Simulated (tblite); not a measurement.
# C9H20Si: the cost of one run

Programs: tblite 0.8.0 and PySCF 2.14.0, with density-fitted response routines of our own. Each step states its level of theory. These are calculated values for one molecule in the gas phase, unless marked as measured. Atoms are numbered from 0 throughout.

## Step 1: The starting structure

30 atoms, charge 0, multiplicity 1; geometry from: force field or distance geometry start.

Bonds of the start (Å): C0–C1 1.55, C1–C2 1.53, C1–C3 1.55, C1–C4 1.59, C4–C5 1.56, C5–C6 1.54, C6–C7 1.53, C7–Si8 1.87, Si8–C9 1.90, C9–C4 1.56, C0–H10 1.09, C0–H11 1.10, C0–H12 1.11, C2–H13 1.10, C2–H14 1.08, C2–H15 1.09, C3–H16 1.10, C3–H17 1.10, C3–H18 1.08, C4–H19 1.10, C5–H20 1.09, C5–H21 1.09, C6–H22 1.10, C6–H23 1.10, C7–H24 1.10, C7–H25 1.08, Si8–H26 1.49, Si8–H27 1.48, C9–H28 1.09, C9–H29 1.09.

## Step 2: Optimising the geometry with GFN2-xTB

Job settings and geometry (Å):

```
{"job": {"kind": "relax", "xc": "GFN2-xTB", "basis": "xTB"}, "charge": 0, "multiplicity": 1}
C     -2.275700    -1.204200     0.590100
C     -1.561300    -0.147200    -0.289700
C     -1.528400    -0.666900    -1.729300
C     -2.409900     1.143600    -0.242000
C     -0.106100     0.118600     0.291000
C      0.795000    -1.150100     0.267500
C      2.104500    -0.998000     1.072800
C      3.090200     0.021300     0.489800
Si     2.322400     1.710600     0.264100
C      0.598300     1.307100    -0.424700
H     -1.848300    -2.200300     0.488900
H     -2.262500    -0.924600     1.651600
H     -3.342500    -1.293500     0.310100
H     -2.552700    -0.834500    -2.102100
H     -1.005200    -1.605000    -1.819700
H     -1.070600     0.056700    -2.398800
H     -2.387000     1.590300     0.768100
H     -3.458200     0.921700    -0.479800
H     -2.063500     1.886000    -0.949200
H     -0.226000     0.406800     1.345700
H      1.043500    -1.421100    -0.757300
H      0.261200    -1.994100     0.707000
H      2.608800    -1.969600     1.130900
H      1.852200    -0.739900     2.111800
H      3.428000    -0.338500    -0.488300
H      3.958700     0.090700     1.133400
H      2.179200     2.389800     1.580400
H      3.098900     2.559700    -0.671000
H      0.011900     2.224700    -0.347700
H      0.727000     1.088300    -1.487300
```

On the command line:

```
$ OMP_NUM_THREADS=1 python probes_run.py task.json out
```

This one command runs all jobs of the session in turn.

**Question.** How long does this first job take on 1 thread of Intel Xeon Platinum 8259CL at 2.50GHz, shared host, and how much memory does it need?

About 1.6 s, with a peak of 0.18 GiB.
